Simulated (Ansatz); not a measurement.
**BCl3H2O3Si: a ladder of functionals and wavefunction methods**

One table from this session's results is given with a row withheld; the runs are named, their logs left out.

Computed with Ansatz 0.2.0, Gaussian basis. Level: functionals in def2-TZVPP, the program's frozen cores in correlated methods.

The runs, in order: PBE-D4, r2SCAN-D4, PBE0-D4, B3LYP-D4, ωB97X-V, ωB97M-V, B2PLYP; CCSD(T)/def2-TZVPP; MP2/def2-QZVPP; extrapolation to the limit.

### The geometry

The geometry comes from an earlier relaxation with PBE0-D4 in a triple-zeta def2 set; it is a stationary point, not always the lowest conformer.

SMILES `OB(O)O[Si](Cl)(Cl)Cl`, 10 atoms, charge 0, spin multiplicity 1.

Atoms are counted from 1 here; the program's logs count them from 0.

Bond lengths: O1–B2 1.356 Å, O1–H9 0.960 Å, B2–O3 1.360 Å, B2–O4 1.378 Å, O3–H10 0.960 Å, O4–Si5 1.614 Å, Si5–Cl6 2.024 Å, Si5–Cl7 2.024 Å, Si5–Cl8 2.024 Å. Angles: B2–O1–H9 112.8°, O1–B2–O3 120.9°, O1–B2–O4 119.1°, O3–B2–O4 120.0°, B2–O3–H10 112.9°, B2–O4–Si5 135.2°, O4–Si5–Cl6 111.0°, O4–Si5–Cl7 111.0°, O4–Si5–Cl8 106.9°, Cl6–Si5–Cl7 109.5°, Cl6–Si5–Cl8 109.2°, Cl7–Si5–Cl8 109.2°.

The first run:

Contents of in.yaml:

```yaml
crystal:
  periodic: [false, false, false]
  atoms:
    - {symbol: O, position_ang: [-1.557387, -0.650204, -0.588813]}
    - {symbol: B, position_ang: [-1.013797, 0.008853, 0.464812]}
    - {symbol: O, position_ang: [-1.777315, 0.377635, 1.528127]}
    - {symbol: O, position_ang: [0.332347, 0.304318, 0.448010]}
    - {symbol: Si, position_ang: [1.547508, 0.051293, -0.583859]}
    - {symbol: Cl, position_ang: [1.192751, 0.958376, -2.358409]}
    - {symbol: Cl, position_ang: [1.842687, -1.928635, -0.884691]}
    - {symbol: Cl, position_ang: [3.207834, 0.851852, 0.252111]}
    - {symbol: H, position_ang: [-2.498120, -0.809344, -0.483782]}
    - {symbol: H, position_ang: [-1.276508, 0.835877, 2.206504]}
basis:
  gaussian: {orbitals: def2-TZVPP}
hamiltonian: {xc: pbe, dispersion: d4}
output: {forces: true, orbitals: {seedname: orbitals}}
```

Run with:

```sh
> ansatz run in.yaml --threads 2 --pin off --events-out ev --progress --plain --max-ram 22528MiB --backend cuda --devices 0, --max-vram 18GiB
```

Among the steps run: PBE-D4 (GGA); r2SCAN-D4 (meta-GGA); PBE0-D4 (hybrid); B3LYP-D4 (hybrid); ωB97X-V (range-separated); ωB97M-V (range-separated); B2PLYP (double hybrid); CCSD(T) in def2-TZVPP; MP2 in def2-QZVPP.

One table of the session follows, with a row left open; its other results are not shown here.

| method | atomisation energy (kcal/mol) |
| --- | --- |
| PBE-D4 | 1038.3 |
| r2SCAN-D4 | 1025.9 |
| PBE0-D4 | 1014.5 |
| B3LYP-D4 | 1004.8 |
| ωB97X-V | 1018.0 |
| ωB97M-V | 1023.9 |
| B2PLYP | 1000.0 |
| HF/def2-TZVPP | 737.5 |
| MP2/def2-TZVPP | ? |
| CCSD/def2-TZVPP | 964.2 |
| CCSD(T)/def2-TZVPP | 984.2 |
| MP2/CBS | 1066.6 |
| CCSD(T)/CBS | 1018.4 |

Estimate the missing values for MP2/def2-TZVPP.

The run gave: atomisation energy (kcal/mol): 1032.4. In the column «atomisation energy (kcal/mol)» it lies between r2SCAN-D4 (1025.9) and PBE-D4 (1038.3).

To keep in mind: Free atoms (3 O, 1 B, 1 Si, 3 Cl, 2 H) were run apart at each level; the atomisation energy is their sum less the molecule, without zero-point or spin-orbit terms.
